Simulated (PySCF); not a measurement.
# GeP−: bond curves at several levels of theory

Aim: find the lowest electronic state of GeP−, scan its bond at several levels of theory, and get bond length, wavenumber and dissociation energy from each curve.

Computed with PySCF 2.14.0. Level: Ge def2-TZVPPD, P def2-TZVPPD, no relativity.

2 further runs of the same task are left out: 2 set aside as unsound or not needed.

## Step 1: Input

A driver script around PySCF takes these settings:

* atoms: Ge, P
* charge: -1
* basis: Ge def2-TZVPPD, P def2-TZVPPD
* Hamiltonian: no relativity
* basis functions: 102
* electrons treated: 48
* masses in u: 73.9212, 30.9738
* levels: PBE0, PBE, r²SCAN, r²SCAN0, BP86, PBEsol, r²SCANh, BHandHLYP, CAM-B3LYP, HF, MP2, SCS-MP2, CCSD, CCSD(T)
* grid: 80 radial by 434 angular points
* occupations: held fixed by the projection of orbital angular momentum
* dissociation limit: Ge− + P, each in its ground configuration
* starting distance in angstrom: 2.325
* values of 2S to try: 0, 2, 4

Launch:

```bash
$ OMP_NUM_THREADS=2 python dia.py task.json out
```

After this run come: First curve: PBE0; PBE (GGA); r²SCAN (meta-GGA); r²SCAN0 (hybrid meta-GGA); BP86 (GGA); PBEsol; r²SCANh (hybrid meta-GGA); BHandHLYP; CAM-B3LYP (range-separated hybrid); RHF; Adding correlation.

What does the calculation give? Wanted: for each run, Re; ωe; De; μ.

**Answer**, as computed:

Lowest PBE0 solution found, without spin–orbit coupling: ¹Σ⁺ (singlet), closed shell.

```
      level  Re (Å)  ωe (cm⁻¹)  De (eV)  μ (D)
        RHF   2.043        608     2.07  -3.11
    RHF-MP2   2.090        519     5.02    n/a
RHF-SCS-MP2   2.089        524     5.06    n/a
   RHF-CCSD   2.071        557     4.50    n/a
RHF-CCSD(T)   2.089        530     4.89    n/a
        PBE   2.089        525     5.41  -2.77
     PBEsol   2.078        534     5.70  -2.69
       BP86   2.091        522     5.51  -2.75
     r²SCAN   2.069        550     5.06  -2.70
    r²SCANh   2.063        559     4.94  -2.73
       PBE0   2.064        560     5.00  -2.83
    r²SCAN0   2.054        572     4.75  -2.78
  BHandHLYP   2.051        579     4.78  -2.95
  CAM-B3LYP   2.047        578     5.05  -2.90
```

De is counted to Ge− + P in their ground configurations. A positive dipole points from Ge to P; in an ion it is taken about the centre of mass and does not tell which atom is negative.

Differences from CCSD(T) in the same basis:

| level | Re (mÅ) | ωe (%) |
| --- | --- | --- |
| RHF | -46 | +14.7 |
| RHF-MP2 | +1 | -2.1 |
| RHF-SCS-MP2 | 0 | -1.2 |
| RHF-CCSD | -18 | +5.2 |
| PBE | 0 | -0.9 |
| PBEsol | -11 | +0.8 |
| BP86 | +2 | -1.5 |
| r²SCAN | -20 | +3.7 |
| r²SCANh | -26 | +5.5 |
| PBE0 | -25 | +5.6 |
| r²SCAN0 | -35 | +8.0 |
| BHandHLYP | -38 | +9.2 |
| CAM-B3LYP | -42 | +9.1 |

Judged by CCSD(T) in the same basis: best bond length RHF-SCS-MP2 and PBE (0 mÅ), worst RHF (-46 mÅ); best wavenumber PBEsol (+0.8 %), worst RHF (+14.7 %). Hartree–Fock falls on the short and stiff side, its usual fault. Of the levels with a De here, RHF gives the least (2.07 eV) and PBEsol the most (5.70 eV).

Correlated steps freeze 14 core orbitals. With some functionals the highest level of the anion is positive, from self-interaction error or because the anion is truly unbound there; the finite basis then holds the extra electron, and no neutral molecule was run to test the binding.
